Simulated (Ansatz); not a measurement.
# C₂H₄AlCl: one species, many methods

The task here is to estimate one member of a computed series from the others.

Program: Ansatz 0.2.0, Gaussian basis. Level of theory: functionals in def2-TZVPP, the program's frozen cores in correlated methods. These are calculated values, not measurements.

The runs, in order: LDA (SPW92), PBE-D4, revPBE-D4, BLYP-D4, r2SCAN-D4, B97M-V, PBE0-D4, B3LYP-D4, r2SCANh-D4, r2SCAN0-D4, HSE06-D4, BHLYP-D4, CAM-B3LYP-D4, LC-ωPBE, ωB97X-V, ωB97M-V, B2PLYP, PBE-QIDH; CCSD(T)/def2-SVP; CCSD(T)/def2-TZVPP; MP2/def2-QZVPP; extrapolation to the limit; RPA on PBE.

## The relaxed structure

All runs share one geometry, relaxed beforehand with PBE0-D4 in a triple-zeta def2 set.

8 atoms, charge 0, spin multiplicity 1.

Atoms are counted from 1 here; the program's logs count them from 0.

Bond lengths: Cl1–Al4 2.101 Å, C2–C3 1.336 Å, C2–Al4 1.926 Å, C2–H5 1.089 Å, C3–H6 1.088 Å, C3–H7 1.089 Å, Al4–H8 1.577 Å. Angles: C3–C2–Al4 118.5°, C3–C2–H5 117.6°, Al4–C2–H5 123.9°, C2–C3–H6 122.9°, C2–C3–H7 121.9°, H6–C3–H7 115.2°, Cl1–Al4–C2 120.3°, Cl1–Al4–H8 118.5°, C2–Al4–H8 121.2°.

The first run:

The input, in.yaml:

```yaml
crystal:
  periodic: [false, false, false]
  atoms:
    - {symbol: Cl, position_ang: [-3.078107, -0.891779, -0.624960]}
    - {symbol: C, position_ang: [0.037589, 0.644616, -0.255431]}
    - {symbol: C, position_ang: [1.305915, 0.597043, 0.161003]}
    - {symbol: Al, position_ang: [-1.074318, -0.905970, 0.005807]}
    - {symbol: H, position_ang: [-0.304925, 1.565430, -0.724572]}
    - {symbol: H, position_ang: [1.996317, 1.431219, 0.049973]}
    - {symbol: H, position_ang: [1.721592, -0.288258, 0.639378]}
    - {symbol: H, position_ang: [-0.511863, -2.209503, 0.693104]}
basis:
  gaussian: {orbitals: def2-TZVPP}
hamiltonian: {xc: lda}
output: {orbitals: {seedname: orbitals}}
```

The run is started by

```console
$ ansatz run in.yaml --threads 2 --pin off --events-out ev --progress --plain --max-ram 4352MiB
```

Among the steps run: LDA; PBE-D4 (GGA); revPBE-D4 (GGA); BLYP-D4 (GGA); r2SCAN-D4 (meta-GGA); B97M-V (meta-GGA); B3LYP-D4 (hybrid); r2SCANh-D4 (hybrid); r2SCAN0-D4 (hybrid); HSE06-D4 (hybrid); BHLYP-D4 (hybrid); CAM-B3LYP-D4 (range-separated); LC-ωPBE (range-separated); ωB97X-V (range-separated); ωB97M-V (range-separated); B2PLYP (double hybrid); PBE-QIDH (double hybrid).

One table of the session follows, with a row left open; its other results are not shown here.

```
  functional  HOMO (eV)  LUMO (eV)  gap (eV)
 LDA (SPW92)      -7.05      -2.71      4.34
      PBE-D4      -6.97      -2.46      4.51
   revPBE-D4      -6.93      -2.35      4.58
     BLYP-D4      -6.87      -2.31      4.55
   r2SCAN-D4      -7.27      -2.23      5.03
      B97M-V      -7.37      -2.28      5.09
     PBE0-D4      -8.28      -1.61      6.67
    B3LYP-D4      -8.08      -1.81      6.27
  r2SCANh-D4      -7.75      -1.92      5.82
  r2SCAN0-D4      -8.47      -1.48      7.00
    HSE06-D4      -7.88      -1.98      5.89
    BHLYP-D4      -9.28      -0.72      8.56
CAM-B3LYP-D4      -9.66      -0.60      9.06
     LC-ωPBE     -11.02       0.49     11.50
     ωB97X-V     -10.67       0.40     11.06
     ωB97M-V          ?          ?         ?
```

Q: Estimate the row for ωB97M-V from the others.

**Answer.** HOMO (eV): -10.48; LUMO (eV): 0.19; gap (eV): 10.67. In the column «HOMO (eV)» it lies between ωB97X-V (-10.67) and CAM-B3LYP-D4 (-9.66).
